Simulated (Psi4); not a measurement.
# C2HBF (SMILES [C]#CBF) at 3 levels

Aim: a comparison of 3 runs (UBLYP/def2-SVP, UMP2/heavy-aug-cc-pVDZ) of C2HBF. 

The calculation is run with Psi4 1.11.

1 further run of the same task is left out (it didn't finish).

## 1. The molecule

C2HBF: 5 atoms, total charge 0, spin state doublet. As SMILES, `[C]#CBF`. The shape is that of a GFN2-xTB optimisation.

Bond lengths: C1–C2 1.204 Å, C2–B3 1.516 Å, B3–F4 1.306 Å, B3–H5 1.173 Å. Angles: C1–C2–B3 174.9°, C2–B3–F4 119.8°, C2–B3–H5 120.8°, F4–B3–H5 119.4°.

## 2. The energy at UBLYP/def2-SVP (run 1)

Input file calc.py:

```python
import psi4

psi4.set_memory(1600000000)
psi4.set_num_threads(1)
psi4.core.set_output_file('psi4.out', False)

molecule = psi4.geometry("""
0 2
C      1.058500    -1.069460     1.493050
C      0.496030    -0.402700     0.663670
B     -0.283370     0.325850    -0.413980
F     -1.174790    -0.318040    -1.118520
H     -0.096370     1.464350    -0.624220
symmetry c1
""")

options = {'basis': 'def2-SVP', 'reference': 'uks', 'puream': True, 'e_convergence': 1e-09, 'd_convergence': 1e-08, 'scf_type': 'pk', 'dft_radial_points': 99, 'dft_spherical_points': 590, 'maxiter': 200}
psi4.set_options(options)

result, w = psi4.energy("blyp", molecule=molecule, return_wfn=True)
print('E =', round(result, 9))
```

On the command line:

```
$ python calc.py
```

psi4.out:

```text
[...]
  Running in c1 symmetry.
[...]
  Nuclear repulsion =   76.928397593442384
[...]
  Multiplicity = 2
[...]
  Nalpha       = 14
  Nbeta        = 13
[...]
    Number of basis functions: 61
[...]
   @UKS iter   1:  -200.88081056820909   -2.59370e-01   1.18809e-02 ADIIS/DIIS
[...]
   @UKS iter  17:  -201.17472075762279   -8.81073e-13   1.62320e-09 DIIS
[...]
   @S^2 Observed:                7.623974622E-01
[...]
    Orbital Energies [Eh]
    ---------------------
    Alpha Occupied:
       1A    -24.322020     2A     -9.992317     3A     -9.937391
       4A     -6.621946     5A     -1.107386     6A     -0.696854
       7A     -0.525380     8A     -0.463953     9A     -0.428181
      10A     -0.414906    11A     -0.348453    12A     -0.307884
      13A     -0.289312    14A     -0.276863
    Alpha Virtual:
      15A     -0.103446    16A     -0.022908    17A      0.057720
      18A      0.093071    19A      0.139578    20A      0.160930
      21A      0.222140    22A      0.252313    23A      0.271165
      24A      0.348972    25A      0.362914    26A      0.417081
[...]
  @UKS Final Energy:  -201.17472075762279
   => Energetics <=
    Nuclear Repulsion Energy =             76.9283975934423836
    One-Electron Energy =                -426.7245089079968920
    Two-Electron Energy =                 174.2203515763760606
    DFT Exchange-Correlation Energy =     -25.5989610194443173
    Empirical Dispersion Energy =           0.0000000000000000
    VV10 Nonlocal Energy =                  0.0000000000000000
    Total Energy =                       -201.1747207576227936
[...]
 Multipole Moments:
 ------------------------------------------------------------------------------------
     Multipole            Electronic (a.u.)      Nuclear  (a.u.)        Total (a.u.)
 ------------------------------------------------------------------------------------
 L = 1.  Multiply by 2.5417464519 to convert [e a0] to [Debye]
 Dipole X            :         -1.0423610            1.1681127            0.1257517
 Dipole Y            :         -0.8109338            1.0368673            0.2259335
 Dipole Z            :         -0.8041189            0.8550670            0.0509481
 Magnitude           :                                                    0.2635434
[...]
```

The script printed:

```text
E = -201.174720758
```

It took 14 s on 1 thread of Intel Xeon Platinum 8488C (Sapphire Rapids), shared host; peak memory 0.67 GiB.

## 3. The energy at UMP2/heavy-aug-cc-pVDZ (fitted SCF) (run 2)

Input file c2hbf.sdf:

```

     RDKit          3D

  5  4  0  0  0  0  0  0  0  0999 V2000
    1.0585   -1.0695    1.4930 C   0  0  0  0  0  1  0  0  0  0  0  0
    0.4960   -0.4027    0.6637 C   0  0  0  0  0  2  0  0  0  0  0  0
   -0.2834    0.3258   -0.4140 B   0  0  0  0  0  0  0  0  0  0  0  0
   -1.1748   -0.3180   -1.1185 F   0  0  0  0  0  0  0  0  0  0  0  0
   -0.0964    1.4644   -0.6242 H   0  0  0  0  0  0  0  0  0  0  0  0
  2  1  1  0
  3  2  1  0
  4  3  1  0
  5  3  1  0
M  RAD  2   1   2   2   3
M  END
$$$$
```

Input file run.py:

```python
import numpy as np
from ase.calculators.psi4 import Psi4
from ase.io import read

a = read('c2hbf.sdf')
calc = Psi4(atoms=a, method='mp2', basis='heavy-aug-cc-pVDZ', memory='1600MB', num_threads=1, charge=0, multiplicity=2, label='calc', reference='uhf')
calc.psi4.set_options({'freeze_core': True, 'mp2_type': 'conv'})
a.calc = calc

print(f'energy: {a.get_potential_energy():.6f} eV')
```

On the command line:

```
$ python run.py
```

calc.dat:

```text
[...]
  Running in c1 symmetry.
[...]
  Nuclear repulsion =   76.929587064278451
[...]
  Multiplicity = 2
[...]
  Nalpha       = 14
  Nbeta        = 13
[...]
    Number of basis functions: 97
[...]
   @UHF iter   1:  -200.25516239855008   -1.23294e+00   4.42655e-03 ADIIS/DIIS
[...]
   @UHF iter  20:  -200.36767676578680   -8.55493e-12   6.61536e-09 DIIS
[...]
   @S^2 Observed:                1.144222168E+00
[...]
    Orbital Energies [Eh]
    ---------------------
    Alpha Occupied:
       1A    -26.326940     2A    -11.322127     3A    -11.237659
       4A     -7.697233     5A     -1.638519     6A     -1.079391
       7A     -0.824938     8A     -0.739848     9A     -0.699446
      10A     -0.685297    11A     -0.628747    12A     -0.526981
      13A     -0.468426    14A     -0.462149
    Alpha Virtual:
      15A      0.039416    16A      0.045490    17A      0.054035
      18A      0.056567    19A      0.069082    20A      0.082907
      21A      0.115173    22A      0.130584    23A      0.145930
      24A      0.173703    25A      0.187545    26A      0.197279
[...]
  @UHF Final Energy:  -200.36767676578680
   => Energetics <=
    Nuclear Repulsion Energy =             76.9295870642784507
    One-Electron Energy =                -426.6716658599036123
    Two-Electron Energy =                 149.3744020298383646
    Total Energy =                       -200.3676767657867970
  UHF NO Occupations:
  HONO-2 :   12  A 1.9068613
  HONO-1 :   13  A 1.8879471
[...]
 Multipole Moments:
 ------------------------------------------------------------------------------------
     Multipole            Electronic (a.u.)      Nuclear  (a.u.)        Total (a.u.)
 ------------------------------------------------------------------------------------
 L = 1.  Multiply by 2.5417464519 to convert [e a0] to [Debye]
 Dipole X            :         -0.9002555            1.1681067            0.2678512
 Dipole Y            :         -0.8853487            1.0369203            0.1515716
 Dipole Z            :         -0.6284678            0.8550849            0.2266171
 Magnitude           :                                                    0.3821957
[...]
	SCS-MP2 Total Energy (a.u.)        :  -200.82208778551598
	SOS-MP2 Total Energy (a.u.)        :  -200.77945452270973
	SCSN-MP2 Total Energy (a.u.)       :  -200.59278039340367
[...]
	SOS-PI-MP2 Total Energy (a.u.)     :  -200.84808414886353
[...]
	MP2 Total Energy (a.u.)            :  -200.83872468497458
[...]
```

On the terminal:

```text
energy: -5465.100066 eV
```

It took 8.4 s on 1 thread of Intel Xeon Platinum 8488C (Sapphire Rapids), shared host; peak memory 0.58 GiB.

## 4. The energy at UMP2/heavy-aug-cc-pVDZ (sfX2C, fitted SCF) (run 3)

Input file c2hbf.py:

```python
import psi4

psi4.set_memory(1600000000)
psi4.set_num_threads(1)
psi4.core.set_output_file('output.dat', False)

mol = psi4.geometry("""
0 2
C      2.00027510    -2.02098650     2.82145559
C      0.93736085    -0.76099271     1.25415454
B     -0.53549169     0.61576726    -0.78230882
F     -2.22003135    -0.60100850    -2.11369646
H     -0.18211291     2.76722045    -1.17960484
units au
symmetry c1
""")

psi4.set_options({
    'basis': 'heavy-aug-cc-pVDZ',
    'reference': 'uhf',
    'freeze_core': True,
    'mp2_type': 'conv',
    'soscf': True,
    's_orthogonalization': 'partialcholesky',
    'print': 2,
    'relativistic': 'x2c',
})

e = psi4.energy('mp2', molecule=mol)
print(f'total energy {e:.8f} hartree = {e * 27.211386:.5f} eV')
for k, v in sorted(psi4.core.scalar_variables().items()):
    print(f'{k:45s} {v:18.10f}')
```

On the command line:

```
$ python c2hbf.py
```

output.dat:

```text
[...]
  Running in c1 symmetry.
[...]
  Nuclear repulsion =   76.928397686709246
[...]
  Multiplicity = 2
[...]
  Nalpha       = 14
  Nbeta        = 13
[...]
      Number of basis functions:        97
[...]
    WARNING: The X2C and Dirac Hamiltonians have substatially different eigenvalues!
             This is probably caused by the recontraction of the basis set.
[...]
   @UHF iter   1:  -200.37046778121407   -1.23458e+00   4.44044e-03 DIIS/ADIIS
[...]
   @UHF iter  11:  -200.48337968228216   -1.30456e-11   6.61036e-09 SOSCF, nmicro=conv
[...]
   @S^2 Observed:                1.144776891E+00
[...]
    Orbital Energies [Eh]
    ---------------------
    Alpha Occupied:
       1A    -26.357118     2A    -11.328036     3A    -11.243613
       4A     -7.700057     5A     -1.641300     6A     -1.079984
       7A     -0.825040     8A     -0.739748     9A     -0.699381
      10A     -0.685013    11A     -0.628823    12A     -0.527006
      13A     -0.468373    14A     -0.462109
    Alpha Virtual:
      15A      0.039424    16A      0.045478    17A      0.054026
      18A      0.056544    19A      0.069105    20A      0.082902
      21A      0.115181    22A      0.130590    23A      0.145921
      24A      0.173697    25A      0.187552    26A      0.197274
[...]
  @UHF Final Energy:  -200.48337968228216
   => Energetics <=
    Nuclear Repulsion Energy =             76.9283976867092463
    One-Electron Energy =                -426.8051125231088463
    Two-Electron Energy =                 149.3933351541174659
    Total Energy =                       -200.4833796822821625
  UHF NO Occupations:
  HONO-2 :   12  A 1.9067159
  HONO-1 :   13  A 1.8877873
[...]
 Multipole Moments:
 ------------------------------------------------------------------------------------
     Multipole            Electronic (a.u.)      Nuclear  (a.u.)        Total (a.u.)
 ------------------------------------------------------------------------------------
 L = 1.  Multiply by 2.5417464519 to convert [e a0] to [Debye]
 Dipole X            :         -0.9006191            1.1681127            0.2674936
 Dipole Y            :         -0.8845892            1.0368673            0.1522781
 Dipole Z            :         -0.6289756            0.8550670            0.2260914
 Magnitude           :                                                    0.3819146
[...]
	SCS-MP2 Total Energy (a.u.)        :  -200.93779205253676
	SOS-MP2 Total Energy (a.u.)        :  -200.92946815311208
	SCSN-MP2 Total Energy (a.u.)       :  -200.70851041939693
[...]
	SOS-PI-MP2 Total Energy (a.u.)     :  -200.96378265086821
[...]
	MP2 Total Energy (a.u.)            :  -200.95443985138613
[...]
```

Standard output:

```text
total energy -200.95443985 hartree = -5468.24883 eV
CURRENT CORRELATION ENERGY                         -0.4710601691
CURRENT ENERGY                                   -200.9544398514
CURRENT REFERENCE ENERGY                         -200.4833796823
DD SOLVATION ENERGY                                 0.0000000000
HF KINETIC ENERGY                                 200.0088454997
HF POTENTIAL ENERGY                              -400.4922251820
HF TOTAL ENERGY                                  -200.4833796823
HF VIRIAL RATIO                                     2.0023725660
MP2 CORRELATION ENERGY                             -0.4710601691
MP2 DOUBLES ENERGY                                 -0.4710601691
MP2 OPPOSITE-SPIN CORRELATION ENERGY               -0.3431449776
MP2 SAME-SPIN CORRELATION ENERGY                   -0.1279151915
MP2 SINGLES ENERGY                                  0.0000000000
MP2 TOTAL ENERGY                                 -200.9544398514
NUCLEAR REPULSION ENERGY                           76.9283976867
ONE-ELECTRON ENERGY                              -426.8051125231
PCM POLARIZATION ENERGY                             0.0000000000
PE ENERGY                                           0.0000000000
SCF ITERATION ENERGY                             -200.4833796823
SCF ITERATIONS                                     11.0000000000
SCF TOTAL ENERGY                                 -200.4833796823
SCS(N)-MP2 CORRELATION ENERGY                      -0.2251307371
SCS(N)-MP2 TOTAL ENERGY                          -200.7085104194
SCS-MP2 CORRELATION ENERGY                         -0.4544123703
SCS-MP2 TOTAL ENERGY                             -200.9377920525
SCS-MP2-VDW CORRELATION ENERGY                     -0.5031831670
SCS-MP2-VDW TOTAL ENERGY                         -200.9865628493
SOS-MP2 CORRELATION ENERGY                         -0.4460884708
SOS-MP2 TOTAL ENERGY                             -200.9294681531
SOS-PI-MP2 CORRELATION ENERGY                      -0.4804029686
SOS-PI-MP2 TOTAL ENERGY                          -200.9637826509
TWO-ELECTRON ENERGY                               149.3933351541
```

Wall time 19 s (1 thread of Intel Xeon Platinum 8488C (Sapphire Rapids), shared host); peak memory 0.55 GiB.

## 5. Overview of the runs

```
run                                       level  integrals  integral approximation  energy (Eh)  HOMO energy (eV)  LUMO energy (eV)   ⟨S²⟩  wall time
  1                              UBLYP/def2-SVP         pk                    none  -201.174721             -7.21             -6.40  0.762       14 s
  2         UMP2/heavy-aug-cc-pVDZ (fitted SCF)         df       program's default  -200.838725            -11.67              0.02  1.144      8.4 s
  3  UMP2/heavy-aug-cc-pVDZ (sfX2C, fitted SCF)         df       program's default  -200.954440            -11.67              0.02  1.145       19 s
```

## 6. Outcome

```
                                                         quantity          value
                                              run 3: total energy  -200.95444 Eh
run 3: HOMO energy (Hartree–Fock orbitals) (highest over α and β)      -11.67 eV
 run 3: LUMO energy (Hartree–Fock orbitals) (lowest over α and β)        0.02 eV
               run 3: correlation energy (4 core orbitals frozen)     -471.1 mEh
                         run 3: ⟨S²⟩ of the reference determinant          1.145
```

What this shows: Spin contamination of the reference: run 3 ⟨S²⟩ = 1.14, run 2 ⟨S²⟩ = 1.14. All runs together took 41 s, the longest 19 s.
